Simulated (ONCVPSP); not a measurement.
# An ONCV potential for manganese, from input to tests

Task: generate the file, and judge it by its errors in other configurations, its logarithmic derivatives, its ghosts and its cutoff.

Program: ONCVPSP 4.0.1.1 (patched build). Reference atom: PBE, scalar-relativistic, spherical and spin-unpolarised. All values are calculated.

### 1 The atom and the settings

The settings as typed:

```json
{
  "element": "manganese (Mn, Z = 25)",
  "type": "optimised norm-conserving Vanderbilt (ONCV)",
  "frozen core": "[Ne]",
  "valence charge": "15",
  "reference configuration": "3s2 3p6 3d5 (charge +2)",
  "partial waves": "3s: rc 1.05 bohr, ncon 4, nbas 8, qcut 13.5 1/bohr, 2 projectors, debl 1 Ha; 3p: rc 0.85 bohr, ncon 3, nbas 8, qcut 9.5 1/bohr, 2 projectors, debl 1.4 Ha; 3d: rc 1.55 bohr, ncon 4, nbas 9, qcut 9.9 1/bohr, 1 projector",
  "local potential": "polynomial inside 0.75 bohr (lpopt 5, dvloc0 -1 Ha)",
  "core correction": "Teter function, fcfact 2.75, rcfact 1.25"
}
```

The outer shells as boxes (Hund's rule for the drawing; the calculation is spin-unpolarised):

```
[Ne] core
3s [↑↓]
3p [↑↓][↑↓][↑↓]
3d [↑ ][↑ ][↑ ][↑ ][↑ ]
```

An earlier all-electron run gives the scale for the radii.

All-electron outer shells of the reference configuration (PBE, scalar-relativistic, ld1.x):

```tsv
shell	level (eV)	outermost node (bohr)	outermost maximum (bohr)
3s	-103.70	0.34	0.74
3p	-72.43	0.31	0.75
3d	-24.32	–	0.76
4s	-19.44	1.04	2.27
4p	-13.89	1.14	2.67
```

### 2 Generation

Mn.dat reads:

```
# ATOM AND REFERENCE CONFIGURATION
# atsym  z   nc   nv     iexc    psfile
  Mn 25.00    3    3        4      upf
#
#   n    l    f
    1    0    2.00
    2    0    2.00
    2    1    6.00
    3    0    2.00
    3    1    6.00
    3    2    5.00
#
# PSEUDOPOTENTIAL AND OPTIMIZATION
# lmax
    2
#
#   l,   rc,      ep,       ncon, nbas, qcut
    0    1.05    0.00    4    8   13.50
    1    0.85    0.00    3    8    9.50
    2    1.55    0.00    4    9    9.90
#
# LOCAL POTENTIAL
# lloc, lpopt,  rc(5),   dvloc0
    4    5    0.75   -1.00
#
# VANDERBILT-KLEINMAN-BYLANDER PROJECTORs
# l, nproj, debl
    0    2    1.00
    1    2    1.40
    2    1    1.60
#
# MODEL CORE CHARGE
# icmod, fcfact, rcfact
    3    2.75    1.25
#
# LOG DERIVATIVE ANALYSIS
# epsh1, epsh2, depsh
   -5.00    5.00    0.04
#
# OUTPUT GRID
# rlmax, drl
    6.00    0.01
#
# TEST CONFIGURATIONS
# ncnf
    4
# nvcnf
#   n    l    f
    4
    3    0    2.00
    3    1    6.00
    3    2    5.00
    4    0    2.00
#
    4
    3    0    2.00
    3    1    6.00
    3    2    5.00
    4    0    1.00
#
    3
    3    0    2.00
    3    1    6.00
    3    2    4.00
#
    3
    3    0    2.00
    3    1    6.00
    3    2    6.00
#
```

Run with:

```
$ oncvpsp.x < Mn.dat > Mn.out
```

Q: Predict the outcome of this session. Wanted: cutoffs for 1 and 0.1 mHa per electron, occupied waves; bound ghosts; GHOST(+) flags; largest test error; largest phase difference near zero energy, channels read; rms error of d²Exc/dn², without and with the model core; projector energies reset by the program.

**Answer**, as computed:

| quantity | value |
| --- | --- |
| cutoffs for 1 and 0.1 mHa per electron, occupied waves | 56 Ha and 214 Ha |
| bound ghosts | none found |
| GHOST(+) flags | s at 555 eV |
| largest test error (AE − PS) | +36 meV, for 3s2 3p6 3d4 |
| largest phase difference near zero energy, channels read | 0.024 rad |
| rms error of d²Exc/dn², without and with the model core | 1.77 and 1.20 mHa |
| projector energies reset by the program | s: -3.811, 0.250 Ha; p: -2.662, 0.250 Ha |

**Reading.** The worst unpolarised test, 3s2 3p6 3d4, is off by 36 meV on 32.5 eV; by total energies transferability rates as fair. It counts as hard, with 56 Ha needed at the looser tolerance. The tighter tolerance needs 214 Ha, and converged work needs a cutoff nearer that. At the looser tolerance the 3s wave is the slowest; 3d needs 39 Ha. The program's ghost test flags no bound state. Near zero energy the phases of the channels with partial waves agree within 0.024 rad. The program also flags highly localised states, GHOST(+) (s).
